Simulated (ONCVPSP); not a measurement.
# An ONCV potential for arsenic, from input to tests

Do these settings give a usable potential? It is generated, then checked for transferability, scattering, ghosts and hardness.

The numbers are computed with ONCVPSP 4.0.1 (PBE, scalar-relativistic, spin-unpolarised reference atom).

7 further runs of the same task are left out: 7 set aside as unsound or not needed.

**1. The atom and the settings**

Typed settings, in words:

- element: arsenic (As, Z = 33)
- type: optimised norm-conserving Vanderbilt (ONCV)
- frozen core: [Ne] 3s2
- valence charge: 21
- reference configuration: 3p6 3d10 4s2 4p3
- partial waves: 4s: rc 1.65 bohr, ncon 4, nbas 9, qcut 3.6 1/bohr, 1 projector; 3p+4p: rc 1.00 bohr, ncon 4, nbas 8, qcut 13.1 1/bohr, 2 projectors; 3d: rc 0.90 bohr, ncon 4, nbas 9, qcut 17.3 1/bohr, 2 projectors, debl 3.25 Ha
- local potential: polynomial inside 0.85 bohr (lpopt 5, dvloc0 3 Ha)
- core correction: Teter function fitted to the true core (icmod 2), fcfact 0.6

The outer shells as boxes (Hund's rule for the drawing; the calculation is spin-unpolarised):

```
[Ne] core
3s [↑↓]
3p [↑↓][↑↓][↑↓]
3d [↑↓][↑↓][↑↓][↑↓][↑↓]
4s [↑↓]
4p [↑ ][↑ ][↑ ]
```

An earlier all-electron run gives the scale for the radii.

All-electron outer shells of the reference configuration (PBE, scalar-relativistic, ld1.x):

```json
{"shell": "2p", "level (eV)": "-1303.65", "outermost node (bohr)": "–", "outermost maximum (bohr)": "0.14"}
{"shell": "3s", "level (eV)": "-190.31", "outermost node (bohr)": "0.25", "outermost maximum (bohr)": "0.52"}
{"shell": "3p", "level (eV)": "-133.68", "outermost node (bohr)": "0.22", "outermost maximum (bohr)": "0.52"}
{"shell": "3d", "level (eV)": "-40.65", "outermost node (bohr)": "–", "outermost maximum (bohr)": "0.47"}
{"shell": "4s", "level (eV)": "-14.49", "outermost node (bohr)": "0.73", "outermost maximum (bohr)": "1.61"}
{"shell": "4p", "level (eV)": "-5.19", "outermost node (bohr)": "0.78", "outermost maximum (bohr)": "2.00"}
```

**2. Generating the potential**

Input file As.dat:

```
# ATOM AND REFERENCE CONFIGURATION
# atsym  z   nc   nv     iexc    psfile
  As 33.00    4    4        4      upf
#
#   n    l    f
    1    0    2.00
    2    0    2.00
    2    1    6.00
    3    0    2.00
    3    1    6.00
    3    2   10.00
    4    0    2.00
    4    1    3.00
#
# PSEUDOPOTENTIAL AND OPTIMIZATION
# lmax
    2
#
#   l,   rc,      ep,       ncon, nbas, qcut
    0    1.65    0.00    4    9    3.60
    1    1.00    0.00    4    8   13.10
    2    0.90    0.00    4    9   17.30
#
# LOCAL POTENTIAL
# lloc, lpopt,  rc(5),   dvloc0
    4    5    0.85    3.00
#
# VANDERBILT-KLEINMAN-BYLANDER PROJECTORs
# l, nproj, debl
    0    1    2.60
    1    2    3.00
    2    2    3.25
#
# MODEL CORE CHARGE
# icmod, fcfact, rcfact
    2    0.60    0.75
#
# LOG DERIVATIVE ANALYSIS
# epsh1, epsh2, depsh
   -6.00    5.00    0.04
#
# OUTPUT GRID
# rlmax, drl
    6.00    0.01
#
# TEST CONFIGURATIONS
# ncnf
    4
# nvcnf
#   n    l    f
    4
    3    1    6.00
    3    2   10.00
    4    0    2.00
    4    1    2.00
#
    4
    3    1    6.00
    3    2   10.00
    4    0    2.00
    4    1    1.00
#
    4
    3    1    6.00
    3    2   10.00
    4    0    2.00
    4    1    0.00
#
    4
    3    1    5.00
    3    2   10.00
    4    0    2.00
    4    1    3.00
#
```

Started as:

```sh
$ oncvpsp.x < As.dat > As.out
```

What does the calculation give? Wanted: cutoffs for 1 and 0.1 mHa per electron, occupied waves; bound ghosts; GHOST(+) flags; largest test error; largest phase difference near zero energy, channels read; rms error of d²Exc/dn², without and with the model core.

As calculated:

| quantity | value |
| --- | --- |
| cutoffs for 1 and 0.1 mHa per electron, occupied waves | 123 Ha and 136 Ha |
| bound ghosts | s at -111.91 eV |
| GHOST(+) flags | none at low energy |
| largest test error (AE − PS) | -181 meV, for 3p5 3d10 4s2 4p3 |
| largest phase difference near zero energy, channels read | 0.004 rad |
| rms error of d²Exc/dn², without and with the model core | 3.20 and 2.42 mHa |

**Reading.** A bound ghost (s) makes it unfit for use: electrons can fall into a state that the atom doesn't have. By total energies transferability is fair for so large an energy: the largest error is 181 meV on 144.4 eV, for 3p5 3d10 4s2 4p3. That test lies far up in energy; among those under 40 eV, nearer to bonding, the largest error is 1.7 meV. It counts as very hard, with 123 Ha needed at the looser tolerance. At the looser tolerance the 3d wave is the slowest; 3p needs 63 Ha. Near zero energy the phases of the channels with partial waves agree within 0.004 rad. The pseudo curves have a pole with no partner nearby in the atom's: s at -4.09 Ha. All of this concerns the isolated atom, not yet a solid.
